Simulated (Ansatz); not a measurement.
# Sr3Ca: the cost of one run

Program: Ansatz 0.2.0. Level of theory: DFT LDA, scalar-relativistic, plane waves, PAW. These are calculated values, not measurements.

### Step 1. Starting point

The structure is tetragonal, space group I4/mmm (No. 139). Conventional cell: a = 5.985 Å, b = 5.985 Å, c = 11.913 Å, α = 90.00°, β = 90.00°, γ = 90.00°. Sr (site symmetry -4m2) is surrounded by 8 Sr at 4.22 to 4.23 Å and 4 Ca at 4.22 Å. Sr (site symmetry 4/mmm) has 8 Sr at 4.22 Å and 4 Ca at 4.23 Å as nearest neighbours. Ca (site symmetry 4/mmm) has 12 Sr at 4.22 to 4.23 Å as nearest neighbours.

Coordinates:

```
CELL_PARAMETERS angstrom
-2.99272 2.99272 5.95671
2.99272 -2.99272 5.95671
2.99272 2.99272 -5.95671
ATOMIC_POSITIONS crystal
Sr 0.75000 0.25000 0.50000
Sr 0.25000 0.75000 0.50000
Sr 0.50000 0.50000 0.00000
Ca 0.00000 0.00000 0.00000
```

The structure comes from the Materials Project (structure only).

### Step 2. Functional and cell changed: LDA

The change: strain xx, yy, zz, yz, xz, xy = +0.8, +0.8, +2.3, +0.0, +0.0, +0.0 %.

Contents of input.yaml:

```yaml
crystal:
  lattice:
    - [-3.0159720538, 3.0159720538, 6.0923401036]
    - [3.0159720538, -3.0159720538, 6.0923401036]
    - [3.0159720538, 3.0159720538, -6.0923401036]
  atoms:
    - { symbol: Sr, position: [0.75, 0.25, 0.5] }
    - { symbol: Sr, position: [0.25, 0.75, 0.5] }
    - { symbol: Sr, position: [0.5, 0.5, 0.0] }
    - { symbol: Ca, position: [0.0, 0.0, 0.0] }
basis:
  ecutwfc: 420
kpoints:
  mp_grid: { grid: [10, 10, 10] }
hamiltonian:
  xc: lda
scf:
  occupations: { method: gaussian, width: 0.1 }
output:
  forces: true
  stress: true
  eigenvalues: true
  populations: true
```

Launch:

```bash
$ ansatz run input.yaml --threads 1 --pin off --max-ram 1331MiB --backend cpu --events-out ev --progress --plain --runs-dir out
```

What time and memory should one allow on 1 thread of an x86-64 CPU, shared host?

About 69 s, with a peak of 0.66 GiB.
